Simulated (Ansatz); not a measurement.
Relaxation of a periodic cell of 17 atoms, Mg$_{9}$O$_{8}$ (host MgO, host structure Fm-3m, interstitial Mg), to a largest force component of 0.03 eV/Å in at most 60 steps.

All numbers below come from DFT PBE-D3(BJ), scalar-relativistic, plane waves, PAW in Ansatz. Settings: PAW set soft_1, cutoff 420 eV, k mesh 2x2x2, gaussian smearing 0.02 eV, no spin polarisation.

```xyz
17
Lattice="0.0000 4.2250 4.2250 4.2250 0.0000 4.2250 4.2250 4.2250 0.0000" Properties=species:S:1:pos:R:3
Mg 0.000 0.000 0.000
O 2.112 2.112 2.112
Mg 2.112 2.112 0.000
O 4.225 4.225 2.112
Mg 2.112 0.000 2.112
O 4.225 2.112 4.225
Mg 4.225 2.112 2.112
O 6.338 4.225 4.225
Mg 0.000 2.112 2.112
O 2.112 4.225 4.225
Mg 2.112 4.225 2.112
O 4.225 6.338 4.225
Mg 2.112 2.112 4.225
O 4.225 4.225 6.338
Mg 4.225 4.225 4.225
O 6.338 6.338 6.338
Mg 5.258 5.288 5.357
```

Task: Where does it end, and by what steps?

Result: The run converged. Limits of this set-up: coarse k mesh. After 11 steps the energy has fallen by 6.136 eV; Mg11 moved furthest, 0.37 Å.

```json
{"step": "0", "energy less start (eV)": "0.0000", "largest force component (eV/Å)": "6.784", "accepted": "yes"}
{"step": "1", "energy less start (eV)": "-4.2323", "largest force component (eV/Å)": "3.642", "accepted": "yes"}
{"step": "2", "energy less start (eV)": "-6.0577", "largest force component (eV/Å)": "0.356", "accepted": "yes"}
{"step": "3", "energy less start (eV)": "-6.0964", "largest force component (eV/Å)": "0.152", "accepted": "yes"}
{"step": "4", "energy less start (eV)": "-6.1160", "largest force component (eV/Å)": "0.119", "accepted": "yes"}
{"step": "5", "energy less start (eV)": "-6.1253", "largest force component (eV/Å)": "0.143", "accepted": "yes"}
{"step": "6", "energy less start (eV)": "-6.1303", "largest force component (eV/Å)": "0.055", "accepted": "yes"}
{"step": "7", "energy less start (eV)": "-6.1326", "largest force component (eV/Å)": "0.112", "accepted": "yes"}
{"step": "8", "energy less start (eV)": "-6.1344", "largest force component (eV/Å)": "0.084", "accepted": "yes"}
{"step": "9", "energy less start (eV)": "-6.1346", "largest force component (eV/Å)": "0.057", "accepted": "yes"}
{"step": "10", "energy less start (eV)": "-6.1354", "largest force component (eV/Å)": "0.035", "accepted": "yes"}
{"step": "11", "energy less start (eV)": "-6.1357", "largest force component (eV/Å)": "0.018", "accepted": "yes"}
```

```xyz
17
Lattice="0.0000 4.2250 4.2250 4.2250 0.0000 4.2250 4.2250 4.2250 0.0000" Properties=species:S:1:pos:R:3
Mg 0.004 0.007 -0.020
O 2.044 2.048 2.048
Mg 2.105 2.107 -0.020
O 4.289 4.292 2.048
Mg 2.094 0.018 2.095
O 4.279 2.058 4.288
Mg 4.014 2.322 2.322
O 6.318 4.244 4.195
Mg 0.014 2.098 2.096
O 2.056 4.281 4.287
Mg 2.325 4.012 2.325
O 4.244 6.318 4.199
Mg 2.273 2.275 4.080
O 4.134 4.140 6.321
Mg 4.062 4.063 4.078
O 6.421 6.427 6.320
Mg 5.282 5.277 5.395
```

Whether the end is a true minimum wasn't checked by a vibrational analysis.

Time of the run: 41 s on 1 thread of AMD EPYC 9B14 (Zen 4), with other jobs on the host, peak memory 0.49 GiB.
